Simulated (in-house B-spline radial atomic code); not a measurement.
# Ce: ionisation energy by several methods

An exercise on one series of results from a longer session: the logs are not shown, and one member is left open.

Program: in-house B-spline radial atomic code version 1. Level of theory: Dirac-Coulomb, several functionals; spherical all-electron atom at the radial basis limit. These are calculated values, not measurements, unless marked.

## The system

| Property | Result |
| --- | --- |
| element | cerium (Z = 58) |
| charge | 0 |
| electrons | 58 |
| configuration | [Xe] 4f1 5d1 6s2 |
| nucleus | Fermi, rms radius 4.877 fm |

Outer shells as boxes (Hund's rule):

[Xe] 4f1 5d1 6s2
```
[Xe] core
4f [↑ ][  ][  ][  ][  ][  ][  ]
5d [↑ ][  ][  ][  ][  ]
6s [↑↓]
```

The boxes only draw the filling; these runs are spin-restricted and spherical.

Set-up of the first run:

The run's settings:

```ini
Z = 58
electrons = 58.0
configuration = [Xe] 4f1 5d1 6s2
hamiltonian = dirac
method = lda,
spin_polarised = False
nucleus = fermi
rms_radius = 4.8771
mass_number = 140
atomic_mass = 139.905448433
speed_of_light = 137.035999084
```

Steps of the session up to this table: exchange-only LDA; AM05; RPBE; LDA (VWN5); BLYP; relativistic LDA.

One table of the session follows, with a row left open; its other results are not shown here.

```
           method  ΔSCF (eV)
exchange-only LDA      5.901
       LDA (VWN5)      6.501
 relativistic LDA          ?
             AM05      6.183
             RPBE      6.104
             BLYP      6.293
```

Q: Estimate the row for relativistic LDA from the others.

The run gave: ΔSCF (eV): 6.461. In the column «ΔSCF (eV)» it lies between BLYP (6.293) and LDA (VWN5) (6.501).
